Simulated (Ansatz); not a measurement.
# BFH7PSi2: the cost of one run

All numbers are computed with Ansatz 0.2.0 through its Python package. Level of theory: r2SCAN0/def2-SVPD.

### 1 Starting point

Bond lengths: B1–P2 1.932 Å, P2–Si3 2.211 Å, P2–Si4 2.209 Å, Si4–F5 1.686 Å, B1–H6 1.182 Å, B1–H7 1.181 Å, Si3–H8 1.470 Å, Si3–H9 1.470 Å, Si3–H10 1.471 Å, Si4–H11 1.471 Å, Si4–H12 1.470 Å. Angles (14 of 18 angles, heavy atoms first): B1–P2–Si3 95.3°, B1–P2–Si4 94.2°, Si3–P2–Si4 94.3°, P2–Si4–F5 109.4°, P2–B1–H6 120.8°, P2–B1–H7 119.5°, P2–Si3–H8 109.3°, P2–Si3–H9 109.3°, P2–Si3–H10 110.0°, P2–Si4–H11 110.1°, P2–Si4–H12 109.3°, F5–Si4–H11 109.4°, F5–Si4–H12 109.4°, H6–B1–H7 119.2°.

The script reads bfh7psi2.xyz:

```xyz
12

B     0.03130    1.90000    0.01110
P    -0.04490    0.35940    1.17400
Si    1.59900   -0.73150    0.17630
Si   -1.63660   -0.64040    0.01370
F    -1.78170   -2.24100    0.52380
H     1.01540    2.15590   -0.59070
H    -0.86180    2.67270    0.00940
H     2.88220   -0.10690    0.52970
H     1.59490   -2.13230    0.62290
H     1.42260   -0.68420   -1.28330
H    -1.30980   -0.61180   -1.42020
H    -2.91050    0.06010    0.23330
```

### 2 Script

Input file ip.py:

```python
"""Removing and adding an electron on BFH7PSi2 at fixed geometry."""

import ansatz as az


def energy_of(molecule, charge=0, unpaired=0):
    calc = molecule.calculation().basis(gaussian="def2-SVPD").functional("R2SCAN0")
    if charge:
        calc = calc.charge(charge)
    if unpaired:
        calc = calc.spin("collinear", total=unpaired)
    return calc.run().report["free_energy_ev"]


def main() -> None:
    bfh7psi2 = az.Crystal.molecule_from_extxyz("bfh7psi2.xyz")

    # total-energy differences at one geometry
    parent = energy_of(bfh7psi2, 0, 0)
    cation = energy_of(bfh7psi2, 1, 1)
    print(f"E(N)   = {parent:.5f} eV")
    print(f"E(N-1) = {cation:.5f} eV  (1 unpaired)")
    print(f"vertical ionisation energy {cation - parent:.3f} eV")
    anion = energy_of(bfh7psi2, -1, 1)
    print(f"E(N+1) = {anion:.5f} eV  (1 unpaired)")
    print(f"vertical electron affinity {parent - anion:.3f} eV" + ("" if anion < parent else " (unbound in this basis)"))
    print(f"fundamental gap IP - EA = {cation + anion - 2 * parent:.3f} eV")


if __name__ == "__main__":
    main()
```

### 3 The calls as engine input

The package turns the script's settings into the engine's input (first run):

```yaml
crystal:
  periodic: [false, false, false]
  atoms:
    - { symbol: B, position_ang: [0.0313, 1.9, 0.0111] }
    - { symbol: P, position_ang: [-0.0449, 0.3594, 1.174] }
    - { symbol: Si, position_ang: [1.599, -0.7315, 0.1763] }
    - { symbol: Si, position_ang: [-1.6366, -0.6404, 0.0137] }
    - { symbol: F, position_ang: [-1.7817, -2.241, 0.5238] }
    - { symbol: H, position_ang: [1.0154, 2.1559, -0.5907] }
    - { symbol: H, position_ang: [-0.8618, 2.6727, 0.0094] }
    - { symbol: H, position_ang: [2.8822, -0.1069, 0.5297] }
    - { symbol: H, position_ang: [1.5949, -2.1323, 0.6229] }
    - { symbol: H, position_ang: [1.4226, -0.6842, -1.2833] }
    - { symbol: H, position_ang: [-1.3098, -0.6118, -1.4202] }
    - { symbol: H, position_ang: [-2.9105, 0.0601, 0.2333] }
basis:
  gaussian:
    orbitals: def2-SVPD
hamiltonian:
  xc: r2scan0
```

### 4 Running it

On the command line:

```sh
python ip.py
```

**Question.** How long does this script take on 1 thread of Arm Neoverse V1, shared host, and how much memory does it need?

About 1.8 min, with a peak of 0.74 GiB.
